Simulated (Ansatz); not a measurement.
# ClH6NSi2: the cost of one run

Method: RHF/def2-SVP, in Ansatz 0.2.0.

## (1) Starting point

Bond lengths: N1–Si2 1.652 Å, Si2–Si3 2.292 Å, Si2–Cl4 1.982 Å, N1–H5 1.003 Å, N1–H6 1.075 Å, Si2–H7 1.500 Å, Si3–H8 1.500 Å, Si3–H9 1.502 Å, Si3–H10 1.533 Å. Angles (14 of 15 angles, heavy atoms first): N1–Si2–Si3 114.4°, N1–Si2–Cl4 109.7°, Si3–Si2–Cl4 111.5°, N1–Si2–H7 103.9°, Si3–Si2–H7 110.9°, Cl4–Si2–H7 105.9°, Si2–N1–H5 113.9°, Si2–N1–H6 110.0°, Si2–Si3–H8 111.6°, Si2–Si3–H9 114.3°, Si2–Si3–H10 110.7°, H5–N1–H6 101.8°, H8–Si3–H9 110.5°, H8–Si3–H10 104.2°.

As a file:

```xyz
10

N    -0.6868    1.5931   -0.3633
Si   -0.2023    0.0486   -0.6938
Si    0.5528   -1.1159    1.1302
Cl   -1.6578   -0.9235   -1.6241
H     0.0669    2.2534   -0.3112
H    -1.2626    1.9814   -1.1834
H     0.8906    0.2220   -1.7066
H     1.1375   -2.4401    0.7372
H    -0.4701   -1.2940    2.2149
H     1.7149   -0.3762    1.8030
```

## (2) End point A

The input, input.yaml:

```yaml
crystal:
  periodic: [false, false, false]
  atoms:
    - { symbol: "N", position_ang: [-0.6868, 1.5931, -0.3633] }
    - { symbol: Si, position_ang: [-0.2023, 0.0486, -0.6938] }
    - { symbol: Si, position_ang: [0.5528, -1.1159, 1.1302] }
    - { symbol: Cl, position_ang: [-1.6578, -0.9235, -1.6241] }
    - { symbol: H, position_ang: [0.0669, 2.2534, -0.3112] }
    - { symbol: H, position_ang: [-1.2626, 1.9814, -1.1834] }
    - { symbol: H, position_ang: [0.8906, 0.222, -1.7066] }
    - { symbol: H, position_ang: [1.1375, -2.4401, 0.7372] }
    - { symbol: H, position_ang: [-0.4701, -1.294, 2.2149] }
    - { symbol: H, position_ang: [1.7149, -0.3762, 1.803] }
basis:
  gaussian: { orbitals: def2-SVP }
hamiltonian:
  xc: hf
relax:
  f_tol: 0.015
  max_steps: 40
output:
  orbitals: {}
```

Started as:

```bash
$ ansatz run input.yaml --threads 1 --pin off --max-ram 2048MiB --backend cpu --events-out ev --progress --plain --runs-dir out
```

What time and memory should one allow on 1 thread of Intel Xeon at 2.70GHz, shared host?

About 72 s, with a peak of 0.2 GiB.
